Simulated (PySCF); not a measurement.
# MgZn at other levels of theory

Starting from one script, swap the method and compare what comes out for MgZn.

Computed with PySCF 2.14.0. Level: method and basis as typed in the scripts.

8 further runs of the same task are left out: 8 that didn't finish.

### Step 1. Starting geometry

MgZn: 2 atoms, charge 0, spin multiplicity 1.

Bond lengths: Mg1–Zn2 2.291 Å.

### Step 2. The base run

The input, input.py:

```python
from pyscf import gto, dft

mol = gto.M(
    atom='Mg 0 0 0; Zn 0 0 2.291',
    basis='sbkjc',
    ecp={'Mg': 'sbkjc', 'Zn': 'sbkjc'},
    charge=0,
    spin=0,
    symmetry=True,
    verbose=3,
)
mf = dft.RKS(mol, xc='m062x')
mf.kernel()
mf.mulliken_pop()
mf.dip_moment()
print('orbital energies (hartree):', mf.mo_energy[..., max(0, mol.nelec[1]-3):mol.nelec[0]+3].round(4))
```

Run with:

```console
> OMP_NUM_THREADS=1 python input.py
```

The log of this run is left out.

It gives: E(SCF) = -226.956298 Eh, μ = 0.58 D.

The bond length is a typed value, not an optimised one.

### Step 3. Pbesol

Variant 1 changes functional: m062x → pbesol.

The input, input.py:

```python
from pyscf import gto, dft

mol = gto.M(
    atom='Mg 0 0 0; Zn 0 0 2.291',
    basis='sbkjc',
    ecp={'Mg': 'sbkjc', 'Zn': 'sbkjc'},
    charge=0,
    spin=0,
    symmetry=True,
    verbose=3,
)
mf = dft.RKS(mol, xc='pbesol')
mf.kernel()
mf.mulliken_pop()
mf.dip_moment()
print('orbital energies (hartree):', mf.mo_energy[..., max(0, mol.nelec[1]-3):mol.nelec[0]+3].round(4))
```

Run with:

```console
> OMP_NUM_THREADS=1 python input.py
```

### Step 4. M06

Variant 2 changes functional: m062x → m06.

Changes to input.py since step 2:

```diff
@@ -11,3 +11,3 @@
 )
-mf = dft.RKS(mol, xc='m062x')
+mf = dft.RKS(mol, xc='m06')
 mf.kernel()
```

### Step 5. TDDFT

Variant 3 changes step after the SCF: analyze → tddft; number of roots: none → 4.

Changes to input.py since step 2:

```diff
@@ -1,2 +1,2 @@
-from pyscf import gto, dft
+from pyscf import gto, dft, tdscf
 
@@ -13,3 +13,6 @@
 mf.kernel()
-mf.mulliken_pop()
+td = tdscf.TDDFT(mf)
+td.nstates = 4
+td.kernel()
+td.analyze(verbose=3)
 mf.dip_moment()
```

### Step 6. Tpss

Variant 4 changes functional: m062x → tpss.

Changes to input.py since step 2:

```diff
@@ -11,3 +11,3 @@
 )
-mf = dft.RKS(mol, xc='m062x')
+mf = dft.RKS(mol, xc='tpss')
 mf.kernel()
```

**Question.** What will these runs give? Wanted: for each run, E(SCF); from base; SCF dipole; after the SCF.

As calculated:

```tsv
run	E(SCF) (hartree)	from base (eV)	SCF dipole (D)	after the SCF
base	-226.956298	0	0.58	n/a
pbesol	-226.618060	not comparable	0.32	n/a
m06	-226.942580	not comparable	0.04	n/a
TDDFT	-226.956298	0.0000	0.58	lowest root found 1.57 eV
tpss	-226.811961	not comparable	0.53	n/a
```

**Reading.** A lower total energy from another functional means nothing by itself. The dearest run is “TDDFT”, at 19 s against 2.2 s.
